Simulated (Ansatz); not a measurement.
# H4N2S2W: the cost of one run

The runs use Ansatz 0.2.0, Gaussian basis; the settings change from run to run.

1 further run of the same task is left out (for a known fault of the program).

### Step 1. The geometry

The structure was relaxed beforehand with PBE0-D4 in a triple-zeta def2 set. W takes a core potential in def2 sets; no spin-orbit term is included.

SMILES `[NH2][W]([NH2])(=[S])=[S]`, 9 atoms, charge 0, spin multiplicity 1.

Atoms are counted from 1 here; the program's logs count them from 0.

Bond lengths: N1–W2 1.932 Å, N1–H6 1.008 Å, N1–H7 1.008 Å, W2–N3 1.932 Å, W2–S4 2.129 Å, W2–S5 2.129 Å, N3–H8 1.008 Å, N3–H9 1.008 Å. Angles: W2–N1–H6 123.9°, W2–N1–H7 123.9°, H6–N1–H7 112.1°, N1–W2–N3 111.1°, N1–W2–S4 107.9°, N1–W2–S5 107.9°, N3–W2–S4 107.9°, N3–W2–S5 107.9°, S4–W2–S5 114.4°, W2–N3–H8 123.9°, W2–N3–H9 123.9°, H8–N3–H9 112.1°.

Coordinates:

```xyz
9
H4N2S2W
N    -1.0875    1.2543   -0.1336
W     0.2213   -0.1024   -0.5553
N     0.7324   -1.0900    1.0243
S    -0.6730   -1.4708   -1.9200
S     1.9581    0.8759   -1.3042
H    -2.0840    1.1061   -0.1731
H    -0.8539    2.2033    0.1145
H     0.2782   -1.9368    1.3297
H     1.5082   -0.8396    1.6177
```

### Step 2. r2SCAN50/def2-TZVP

This run has D3(BJ) with three-body dispersion.

Contents of in.yaml:

```yaml
crystal:
  periodic: [false, false, false]
  atoms:
    - {symbol: N, position_ang: [-1.087458, 1.254349, -0.133632]}
    - {symbol: W, position_ang: [0.221327, -0.102449, -0.555277]}
    - {symbol: N, position_ang: [0.732435, -1.090012, 1.024308]}
    - {symbol: S, position_ang: [-0.672980, -1.470816, -1.919964]}
    - {symbol: S, position_ang: [1.958118, 0.875943, -1.304204]}
    - {symbol: H, position_ang: [-2.083987, 1.106130, -0.173104]}
    - {symbol: H, position_ang: [-0.853880, 2.203271, 0.114529]}
    - {symbol: H, position_ang: [0.278246, -1.936814, 1.329653]}
    - {symbol: H, position_ang: [1.508178, -0.839583, 1.617691]}
basis:
  gaussian: {orbitals: def2-TZVP}
hamiltonian: {xc: {name: r2SCAN50}, dispersion: d3bjatm}
output: {forces: true}
```

Run with:

```console
> ansatz run in.yaml --threads 4 --pin off --events-out ev --progress --plain --max-ram 10444MiB
```

**Question.** How long does this run take on 4 threads of Arm Neoverse V2, shared host, and how much memory does it need?

About 6 s, with a peak of 0.65 GiB.
